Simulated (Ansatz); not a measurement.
**Ta: a slab and its surfaces, (110), 5 layers**

What do the surfaces of Ta (110), 5 layers cost, and how tightly do they hold an electron? The runs shown use LAPW, norm-conserving and crystal datasets. Companion runs by PAW are cited. Its runs: bulk in the slab's orientation (LAPW); the reference run (LAPW, norm-conserving and crystal datasets); atoms relaxed (LAPW); vacuum of 11 Å (LAPW); W in place of Ta in the outer layer (LAPW); W in place of Ta in the middle layer (LAPW).

Computed with Ansatz 0.2.0 (DFT PBE, with the methods named in each step, unless a step's input says otherwise).

## Step 1: The system as given

The structure is cubic, space group Im-3m (No. 229). The conventional cell has a = 3.320 Å, b = 3.320 Å, c = 3.320 Å, α = 90.00°, β = 90.00°, γ = 90.00°. Ta (site symmetry m-3m) has 8 Ta at 2.88 Å as nearest neighbours.

As a file:

```
Ta
1.0
    -1.66005    1.66005    1.66005
     1.66005   -1.66005    1.66005
     3.32010    3.32010    0.00000
Ta
2
Direct
  0.00000 0.00000 0.00000
  0.50000 0.50000 0.50000
```

Atoms are numbered in the order of the input: Ta1, Ta2.

## Step 2: Bulk in the slab's orientation, LAPW

The input, input.yaml:

```yaml
crystal:
  lattice:
    - [-1.6600479322, 1.6600479322, 1.6600479322]
    - [1.6600479322, -1.6600479322, 1.6600479322]
    - [3.3200958644, 3.3200958644, 0.0]
  atoms:
    - { symbol: Ta, position: [0.0, 0.0, 0.0] }
    - { symbol: Ta, position: [0.5, 0.5, 0.5] }
kpoints:
  mp_grid: { grid: [13, 13, 8] }
scf:
  occupations: { method: fermi_dirac, width: 0.1 }
hamiltonian:
  xc: pbe
  pseudopotentials: { kind: all_electron, lapw: { basis_error: 0.001 } }
output:
  forces: true
  stress: true
  eigenvalues: true
```

The run is started by

```sh
ansatz run input.yaml --threads 2 --pin off --max-ram 4096MiB --backend cpu --events-out ev --progress --plain --runs-dir out
```

After this run come: Slab as cut, LAPW; Atoms relaxed, LAPW; Slab as cut, norm-conserving; Slab as cut, crystal datasets; Vacuum of 11 Å, LAPW; W in place of Ta in the outer layer, LAPW; W in place of Ta in the middle layer, LAPW.

Before running it: what results should come out? Wanted: surface energy; work function; outer layer spacing; surface core-level shift by Z+1 (for each run or level that gives them).

**Answer**, as computed:

| quantity | value |
| --- | --- |
| surface energy (LAPW, relaxed) | 2.37 J/m² |
| work function (LAPW, relaxed) | 4.73 eV |
| outer layer spacing (LAPW) | 2.35 → 2.24 Å |
| surface core-level shift by Z+1 (LAPW) | +0.38 eV |
| work function (norm-conserving, relaxed) | 4.73 eV |
| work function (crystal datasets, relaxed) | 4.73 eV |
| surface energy (PAW, relaxed) | 2.38 J/m² |
| work function (PAW, relaxed) | 4.74 eV |
| outer layer spacing (PAW) | 2.35 → 2.24 Å |
| surface core-level shift by Z+1 (PAW) | +0.38 eV |
| core-level shifts among the layers (PAW holes) | Ta1 +0.00, Ta2 -0.30, Ta3 -0.32 eV |

In words: By LAPW the surface costs 2.43 J/m² as cut and 2.37 J/m² relaxed. The outermost spacing changes by -4.4 % (LAPW). Vacuum of 11 Å moves the work function by less than 0.01 eV (LAPW). Putting the next element in the outer rather than the middle layer costs +0.38 eV (LAPW); in the Z+1 picture that is the binding energy at the surface less that inside. The outermost spacing changes by -4.4 % (PAW). Vacuum of 11 Å moves the work function by -0.01 eV (PAW). Thickness wasn't converged, and no reconstruction was sought. Spin-orbit coupling is left out, though the cell holds Ta; in elements this heavy it can shift bands and gaps by tenths of an eV. The program warned that the vacuum holds more density than its bound, so energies and levels may be slightly off.
